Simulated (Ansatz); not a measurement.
# Lu2Ga8Co: the cost of one run

Computed with Ansatz 0.2.0 (DFT PBEsol, scalar-relativistic, plane waves, PAW, unless a step's input says otherwise).

## Step 1: The system as given

Symmetry: P4/mmm, No. 123, tetragonal system. Conventional cell: a = 4.146 Å, b = 4.146 Å, c = 10.872 Å, α = 90.00°, β = 90.00°, γ = 90.00°. Lu (site symmetry 4mm) has 12 Ga at 2.92 to 2.95 Å and 1 Co at 3.33 Å in its first shell of neighbours. Ga (site symmetry 2mm) has 2 Co at 2.43 Å and 7 Ga at 2.55 to 2.93 Å and 2 Lu at 2.92 Å in its first shell of neighbours. Ga (site symmetry mmm) has 8 Ga at 2.93 to 2.96 Å and 4 Lu at 2.95 Å in its first shell of neighbours. Ga (site symmetry 4mm) is surrounded by 8 Ga at 2.91 to 2.96 Å and 4 Lu at 2.93 Å. Co (site symmetry 4/mmm) is surrounded by 8 Ga at 2.43 Å.

Structure file:

```xyz
11
Lattice="4.1457 0.0000 0.0000 0.0000 4.1457 0.0000 0.0000 0.0000 10.8722" Properties=species:S:1:pos:R:3 pbc="T T T"
Lu    0.0000    0.0000    7.5420
Lu    0.0000    0.0000    3.3303
Ga    2.0729    0.0000    9.5973
Ga    0.0000    2.0729    9.5973
Ga    2.0729    0.0000    1.2750
Ga    0.0000    2.0729    1.2750
Ga    2.0729    0.0000    5.4361
Ga    0.0000    2.0729    5.4361
Ga    2.0729    2.0729    7.5546
Ga    2.0729    2.0729    3.3176
Co    0.0000    0.0000    0.0000
```

Source of the structure: the Materials Project (structure only).

(A quick probe on a coarse mesh, which set the mesh and smearing, is not shown.)

## Step 3: Relaxing cell and atoms

The input, input.yaml:

```yaml
crystal:
  lattice:
    - [4.14574364, 0.0, 0.0]
    - [0.0, 4.14574364, 0.0]
    - [0.0, 0.0, 10.87223199]
  atoms:
    - { symbol: Lu, position: [0.0, 0.0, 0.69368942] }
    - { symbol: Lu, position: [0.0, 0.0, 0.30631058] }
    - { symbol: Ga, position: [0.5, 0.0, 0.88273251] }
    - { symbol: Ga, position: [0.0, 0.5, 0.88273251] }
    - { symbol: Ga, position: [0.5, 0.0, 0.11726749] }
    - { symbol: Ga, position: [0.0, 0.5, 0.11726749] }
    - { symbol: Ga, position: [0.5, 0.0, 0.5] }
    - { symbol: Ga, position: [0.0, 0.5, 0.5] }
    - { symbol: Ga, position: [0.5, 0.5, 0.69485226] }
    - { symbol: Ga, position: [0.5, 0.5, 0.30514774] }
    - { symbol: Co, position: [0.0, 0.0, 0.0] }
basis:
  ecutwfc: 420
kpoints:
  mp_grid: { grid: [8, 8, 4] }
hamiltonian:
  xc: pbesol
scf:
  occupations: { method: gaussian, width: 0.1 }
output:
  forces: true
  stress: true
  eigenvalues: true
relax:
  adjacent_minimum: "off"
  f_tol: 0.005
  max_steps: 80
  cell: { stress_tol: 0.05 }
```

Command:

```console
ansatz run input.yaml --threads 4 --pin off --max-ram 10240MiB --backend cpu --events-out ev --progress --plain --runs-dir out
```

Q: Estimate wall time and peak memory on 4 threads of Intel Xeon Platinum 8259CL at 2.50GHz (Skylake/Cascade Lake), shared host.

About 87 s, with a peak of 1.2 GiB.
